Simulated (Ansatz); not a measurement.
# CoF: the cost of one run

Method: def2-QZVPP, core rule «outside noble gas», up to 10 orbitals frozen; program: Ansatz 0.2.0, Gaussian basis.

Plan: UHF; ROHF; CCSD(T) on UHF.

**1. The geometry**

The geometry is a PBE0/def2-TZVP stationary point (not a proven minimum) of the parent state, kept for this charge and spin.

2 atoms, charge 0, spin multiplicity 7.

Atoms are counted from 1 here; the program's logs count them from 0.

Bond lengths: Co1–F2 1.776 Å.

**2. UHF**

in.yaml reads:

```yaml
crystal:
  periodic: [false, false, false]
  atoms:
    - {symbol: Co, position_ang: [0.000000, 0.000000, 0.000000]}
    - {symbol: F, position_ang: [0.000000, 0.000000, 1.775600]}
basis:
  gaussian: {orbitals: "def2-QZVPP.json"}
magnetization: {spin_polarized: true, initial_magnetization: 6}
hamiltonian: {xc: hf}
output: {orbitals: {seedname: orbitals}}
```

Started as:

```sh
ansatz run in.yaml --threads 1 --pin off --events-out ev --progress --plain --max-ram 4096MiB --backend cpu
```

What time and memory should one allow on 1 thread of AMD EPYC 7R13, shared host?

About 52 s, with a peak of 0.47 GiB.
